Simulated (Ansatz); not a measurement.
# CH7AlB2: up Jacob's ladder to CCSD(T)

How much do the methods differ for CH7AlB2? The plan is to run it at one geometry with functionals of several rungs and with coupled cluster. The yardstick is the atomisation energy at the CCSD(T) limit.

Method: functionals in def2-TZVPP, the program's frozen cores in correlated methods; program: Ansatz 0.2.0, Gaussian basis.

The runs, in order: LDA (SPW92), PBE-D4, revPBE-D4, BLYP-D4, r2SCAN-D4, B97M-V, PBE0-D4, B3LYP-D4, r2SCANh-D4, r2SCAN0-D4, HSE06-D4, BHLYP-D4, CAM-B3LYP-D4, LC-ωPBE, ωB97X-V, ωB97M-V, B2PLYP, PBE-QIDH; CCSD(T)/def2-SVP; CCSD(T)/def2-TZVPP; MP2/def2-QZVPP; extrapolation to the limit; RPA on PBE.

### Step 1. The geometry

An earlier PBE0-D4 in a triple-zeta def2 set relaxation fixed the geometry.

SMILES `B[CH](B)[AlH2]`, 11 atoms, charge 0, spin multiplicity 1.

Atoms are counted from 1 here; the program's logs count them from 0.

Bond lengths: B1–C2 1.518 Å, B1–H5 1.196 Å, B1–H6 1.200 Å, C2–B3 1.498 Å, C2–Al4 2.044 Å, C2–H7 1.085 Å, B3–H8 1.191 Å, B3–H9 1.251 Å, Al4–H10 1.576 Å, Al4–H11 1.584 Å. Angles: C2–B1–H5 120.2°, C2–B1–H6 121.1°, H5–B1–H6 118.6°, B1–C2–B3 109.6°, B1–C2–Al4 92.1°, B1–C2–H7 119.0°, B3–C2–Al4 78.1°, B3–C2–H7 121.6°, Al4–C2–H7 127.3°, C2–B3–H8 130.0°, C2–B3–H9 115.8°, H8–B3–H9 114.0°, C2–Al4–H10 122.7°, C2–Al4–H11 115.0°, H10–Al4–H11 121.5°.

### Step 2. LDA

This LDA is Slater exchange with PW92 correlation.

in.yaml

```yaml
crystal:
  periodic: [false, false, false]
  atoms:
    - {symbol: B, position_ang: [-0.824545, 1.257556, 0.006022]}
    - {symbol: C, position_ang: [-0.852996, -0.259749, 0.006724]}
    - {symbol: B, position_ang: [0.048424, -0.779832, 1.083709]}
    - {symbol: Al, position_ang: [0.943695, -0.368189, -0.962672]}
    - {symbol: H, position_ang: [-1.798262, 1.878444, -0.306777]}
    - {symbol: H, position_ang: [0.153758, 1.860093, 0.351825]}
    - {symbol: H, position_ang: [-1.773735, -0.768215, -0.258076]}
    - {symbol: H, position_ang: [-0.167311, -1.570221, 1.947606]}
    - {symbol: H, position_ang: [1.240413, -0.403351, 1.023968]}
    - {symbol: H, position_ang: [1.750950, 0.911470, -1.403127]}
    - {symbol: H, position_ang: [1.344809, -1.815006, -1.468501]}
basis:
  gaussian: {orbitals: def2-TZVPP}
hamiltonian: {xc: lda}
output: {orbitals: {seedname: orbitals}}
```

The run is started by

```
$ ansatz run in.yaml --threads 2 --pin off --events-out ev --progress --plain --max-ram 4352MiB
```

After this run come: PBE-D4 (GGA); revPBE-D4 (GGA); BLYP-D4 (GGA); r2SCAN-D4 (meta-GGA); B97M-V (meta-GGA); PBE0-D4 (hybrid); B3LYP-D4 (hybrid); r2SCANh-D4 (hybrid); r2SCAN0-D4 (hybrid); HSE06-D4 (hybrid); BHLYP-D4 (hybrid); CAM-B3LYP-D4 (range-separated); LC-ωPBE (range-separated); ωB97X-V (range-separated); ωB97M-V (range-separated); B2PLYP (double hybrid); PBE-QIDH (double hybrid); CCSD(T) in def2-SVP; CCSD(T) in def2-TZVPP; MP2 in def2-QZVPP; RPA on PBE orbitals.

Q: Predict the results of all the runs planned. Wanted: atomisation energy, CCSD(T)/CBS; farthest beyond LDA; mean size of error, GGA; mean size of error, meta-GGA; mean size of error, hybrid; mean size of error, range-separated; mean size of error, double hybrid; gap, smallest and largest; T1 diagnostic.

As calculated:

```
                               quantity                                      value
        atomisation energy, CCSD(T)/CBS                              3679.5 kJ/mol
 functionals within 18.4 kJ/mol (0.5 %)         BLYP-D4, LC-ωPBE, B2PLYP, PBE-QIDH
                    farthest beyond LDA                      B97M-V (+69.7 kJ/mol)
                mean size of error, GGA                                26.8 kJ/mol
           mean size of error, meta-GGA                                61.6 kJ/mol
             mean size of error, hybrid                                28.4 kJ/mol
    mean size of error, range-separated                                29.4 kJ/mol
      mean size of error, double hybrid                                15.0 kJ/mol
              gap, smallest and largest  3.90 eV (LDA (SPW92)), 11.12 eV (LC-ωPBE)
                          T1 diagnostic                                     0.0136
triples share of the correlation energy                                      3.8 %
```

What this shows: The LDA atomisation energy is off by 442.6 kJ/mol (12 %): it overbinds. PBE-D4 is off by +44.0 kJ/mol. Double hybrids carry the basis error of their MP2 part in triple zeta, and no dispersion term here, so their miss is partly the set-up's. By mean error the best rung here is double hybrid (15.0 kJ/mol) and the worst beyond LDA is meta-GGA (61.6 kJ/mol). The reference freezes the cores and leaves out relativity and excitations past (T), so misses under about 18.4 kJ/mol can't be ranked. Hartree-Fock recovers 79 % of the binding; the rest is correlation. CCSD(T) in def2-SVP is off by -142.8 kJ/mol, worse than the median functional, from the basis alone. Orbital gaps span 3.9 to 11.1 eV; exact exchange widens them.
